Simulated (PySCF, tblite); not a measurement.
# C6H14SSi: geometry, infrared bands and NMR shifts

What infrared bands and NMR shifts should C6H14SSi (`C/C=C/CCSC[SiH3]`) show?

The runs use tblite 0.8.0 and PySCF 2.14.0, with density-fitted response routines of our own; the level of theory stands in each step. All values are computed, except where a source is named. Atoms count from 0, in the outputs and in this text.

**1. Starting geometry**

22 atoms, charge 0, multiplicity 1; geometry from: force field or distance geometry start.

Bonds of the start (Å): C0–C1 1.48, C1–C2 1.34, C2–C3 1.49, C3–C4 1.52, C4–S5 1.82, S5–C6 1.82, C6–Si7 1.86, C0–H8 1.10, C0–H9 1.10, C0–H10 1.10, C1–H11 1.10, C2–H12 1.09, C3–H13 1.10, C3–H14 1.10, C4–H15 1.09, C4–H16 1.10, C6–H17 1.10, C6–H18 1.10, Si7–H19 1.48, Si7–H20 1.48, Si7–H21 1.48.

**2. Geometry optimisation with GFN2-xTB**

The job: settings as JSON, then the geometry in Å.

```
{"job": {"kind": "relax", "xc": "GFN2-xTB", "basis": "xTB"}, "charge": 0, "multiplicity": 1}
C     -4.133500     0.563700     0.262500
C     -2.767300    -0.003300     0.242300
C     -1.920700     0.060400    -0.794700
C     -0.544200    -0.515200    -0.823600
C      0.512800     0.567300    -0.976700
S      2.199500    -0.111100    -1.112000
C      2.467100    -0.602700     0.620800
Si     4.231300    -1.143600     0.859700
H     -4.225100     1.304500     1.064700
H     -4.878100    -0.227300     0.450500
H     -4.398700     1.052400    -0.684800
H     -2.449400    -0.512600     1.165600
H     -2.261400     0.560800    -1.701100
H     -0.483500    -1.236700    -1.649300
H     -0.369900    -1.080800     0.108100
H      0.323500     1.130200    -1.895100
H      0.478500     1.292600    -0.156100
H      1.786900    -1.431200     0.874900
H      2.244900     0.245900     1.284500
H      5.190100    -0.048300     0.570700
H      4.552200    -2.321000     0.015400
H      4.434700    -1.547800     2.272900
```

On the command line:

```
> OMP_NUM_THREADS=1 python probes_run.py task.json out
```

The driver reads the jobs from task.json and runs them one after another.

**Question.** This job is followed by: GFN2-xTB harmonic vibrations, gas phase; GIAO PBE0/pcSseg-1 NMR shielding, non-relativistic, gas phase. What will the session give for the following? strongest single infrared mode (GFN2-xTB); zero-point energy (GFN2-xTB); ¹³C shifts against TMS (PBE0/pcSseg-1); ¹H shifts against TMS (PBE0/pcSseg-1, means over atoms taken as alike); ³³S shifts against CS2 (PBE0/pcSseg-1); ²⁹Si shifts against TMS (PBE0/pcSseg-1); surface potential, 1st and 99th percentile.

**Answer**, as computed:

```
                                                              quantity                                         value
                             strongest single infrared mode (GFN2-xTB)                          789 cm⁻¹, 383 km/mol
                                          zero-point energy (GFN2-xTB)                                110.8 kcal/mol
                                ¹³C shifts against TMS (PBE0/pcSseg-1)      137.1, 134.7, 44.4, 38.9, 22.0, 16.1 ppm
¹H shifts against TMS (PBE0/pcSseg-1, means over atoms taken as alike)  5.81, 5.73, 3.97, 2.32, 2.30, 1.88, 1.82 ppm
                                ³³S shifts against CS2 (PBE0/pcSseg-1)                                       -15 ppm
                               ²⁹Si shifts against TMS (PBE0/pcSseg-1)                                     -73.6 ppm
                                 surface potential, 1st and 99th percentile                            -1.14 V and 0.90 V
```

**Reading.** The optimisation took 23 steps and gained 0.100 eV; among the close pairs (by a distance rule), C6–Si7 changed most, from 1.861 to 1.905 Å. No mode is imaginary among the 60: a minimum at this level. The strongest single mode, at 789 cm⁻¹, has its largest shares on H21, H20, H19 and Si7 (the list is cut at 4 atoms). GFN2-xTB is a fitted tight-binding method: band positions and strengths are rough. Its intensities can rank the bands wrongly. At PBE0/pcSseg-1: Shielding is most anisotropic at S5 (span 311 ppm, paramagnetic term -540 ppm).
